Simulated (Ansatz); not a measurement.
# CH₆Cl₂Si₂: up Jacob's ladder to CCSD(T)

How much do the methods differ for CH₆Cl₂Si₂? The plan is to run it at one geometry with functionals of several rungs and with coupled cluster. The yardstick is the atomisation energy at the CCSD(T) limit.

Computed with Ansatz 0.2.0, Gaussian basis. Level: functionals in def2-TZVPP, the program's frozen cores in correlated methods.

Levels to be run: LDA (SPW92), PBE-D4, revPBE-D4, BLYP-D4, r2SCAN-D4, B97M-V, PBE0-D4, B3LYP-D4, r2SCANh-D4, r2SCAN0-D4, HSE06-D4, BHLYP-D4, CAM-B3LYP-D4, LC-ωPBE, ωB97X-V, ωB97M-V, B2PLYP, PBE-QIDH; CCSD(T)/def2-SVP; CCSD(T)/def2-TZVPP; MP2/def2-QZVPP; extrapolation to the limit; RPA on PBE.

**1. Structure used throughout**

An earlier PBE0-D4 in a triple-zeta def2 set relaxation fixed the geometry.

SMILES `C[SiH2][SiH](Cl)Cl`, 11 atoms, charge 0, spin multiplicity 1.

Atoms are counted from 1 here; the program's logs count them from 0.

Bond lengths: C1–Si2 1.870 Å, C1–H6 1.092 Å, C1–H7 1.092 Å, C1–H8 1.092 Å, Si2–Si3 2.337 Å, Si2–H9 1.489 Å, Si2–H10 1.489 Å, Si3–Cl4 2.059 Å, Si3–Cl5 2.059 Å, Si3–H11 1.481 Å. Angles: Si2–C1–H6 110.5°, Si2–C1–H7 110.7°, Si2–C1–H8 110.5°, H6–C1–H7 108.4°, H6–C1–H8 108.3°, H7–C1–H8 108.4°, C1–Si2–Si3 109.1°, C1–Si2–H9 111.7°, C1–Si2–H10 111.7°, Si3–Si2–H9 107.8°, Si3–Si2–H10 107.8°, H9–Si2–H10 108.5°, Si2–Si3–Cl4 108.7°, Si2–Si3–Cl5 108.7°, Si2–Si3–H11 117.0°, Cl4–Si3–Cl5 108.5°, Cl4–Si3–H11 106.8°, Cl5–Si3–H11 106.8°.

**2. LDA**

This LDA is Slater exchange with PW92 correlation.

File in.yaml:

```yaml
crystal:
  periodic: [false, false, false]
  atoms:
    - {symbol: C, position_ang: [-1.100582, 0.664101, 1.111472]}
    - {symbol: Si, position_ang: [0.572550, -0.100972, 0.774490]}
    - {symbol: Si, position_ang: [0.742833, -0.591726, -1.503637]}
    - {symbol: Cl, position_ang: [-0.770902, -1.890360, -2.013929]}
    - {symbol: Cl, position_ang: [0.499476, 1.150113, -2.573717]}
    - {symbol: H, position_ang: [-1.899397, -0.025408, 0.830946]}
    - {symbol: H, position_ang: [-1.208653, 0.904657, 2.171197]}
    - {symbol: H, position_ang: [-1.223464, 1.583069, 0.534740]}
    - {symbol: H, position_ang: [0.760802, -1.370378, 1.529486]}
    - {symbol: H, position_ang: [1.683638, 0.826004, 1.125307]}
    - {symbol: H, position_ang: [2.009201, -1.205901, -1.965755]}
basis:
  gaussian: {orbitals: def2-TZVPP}
hamiltonian: {xc: lda}
output: {orbitals: {seedname: orbitals}}
```

After this run come: PBE-D4 (GGA); revPBE-D4 (GGA); BLYP-D4 (GGA); r2SCAN-D4 (meta-GGA); B97M-V (meta-GGA); PBE0-D4 (hybrid); B3LYP-D4 (hybrid); r2SCANh-D4 (hybrid); r2SCAN0-D4 (hybrid); HSE06-D4 (hybrid); BHLYP-D4 (hybrid); CAM-B3LYP-D4 (range-separated); LC-ωPBE-D4 (range-separated); ωB97X-V (range-separated); ωB97M-V (range-separated); B2PLYP (double hybrid); PBE-QIDH (double hybrid); CCSD(T) in def2-SVP; CCSD(T) in def2-TZVPP; MP2 in def2-QZVPP; RPA on PBE orbitals.

Before running them: what should the planned runs give, taken together? Wanted: atomisation energy, CCSD(T)/CBS; farthest beyond LDA; mean size of error, GGA; mean size of error, meta-GGA; mean size of error, hybrid; mean size of error, range-separated; mean size of error, double hybrid; gap, smallest and largest; T1 diagnostic.

**Answer**, as computed:

| quantity | value |
| --- | --- |
| atomisation energy, CCSD(T)/CBS | 872.4 kcal/mol |
| functionals within 4.4 kcal/mol (0.5 %) | PBE-D4, r2SCAN-D4, PBE0-D4, r2SCANh-D4, HSE06-D4, CAM-B3LYP-D4, ωB97M-V |
| farthest beyond LDA | BHLYP-D4 (-16.9 kcal/mol) |
| mean size of error, GGA | 10.1 kcal/mol |
| mean size of error, meta-GGA | 4.8 kcal/mol |
| mean size of error, hybrid | 5.5 kcal/mol |
| mean size of error, range-separated | 5.3 kcal/mol |
| mean size of error, double hybrid | 10.8 kcal/mol |
| gap, smallest and largest | 5.31 eV (LDA (SPW92)), 12.24 eV (LC-ωPBE) |
| T1 diagnostic | 0.0102 |
| triples share of the correlation energy | 3.9 % |

What this shows: LDA overbinds by 99.4 kcal/mol (11 %). PBE-D4 misses by +1.5 kcal/mol. Double hybrids carry the basis error of their MP2 part in triple zeta, and no dispersion term here, so their miss is partly the set-up's. Taken by rung, meta-GGA functionals do best (4.8 kcal/mol on average) and double hybrid ones worst beyond LDA (10.8 kcal/mol). The gap between the best rungs is small, so their order is not settled. Misses under about 4.4 kcal/mol are within the doubt on the reference itself, which lacks core-valence correlation, relativity and higher excitations. Hartree-Fock recovers 76 % of the binding; the rest is correlation. CCSD(T) in def2-SVP is off by -61.4 kcal/mol, which most functionals beat. The gap grows from 5.3 to 12.2 eV across the functionals, mostly with the share of exact exchange.
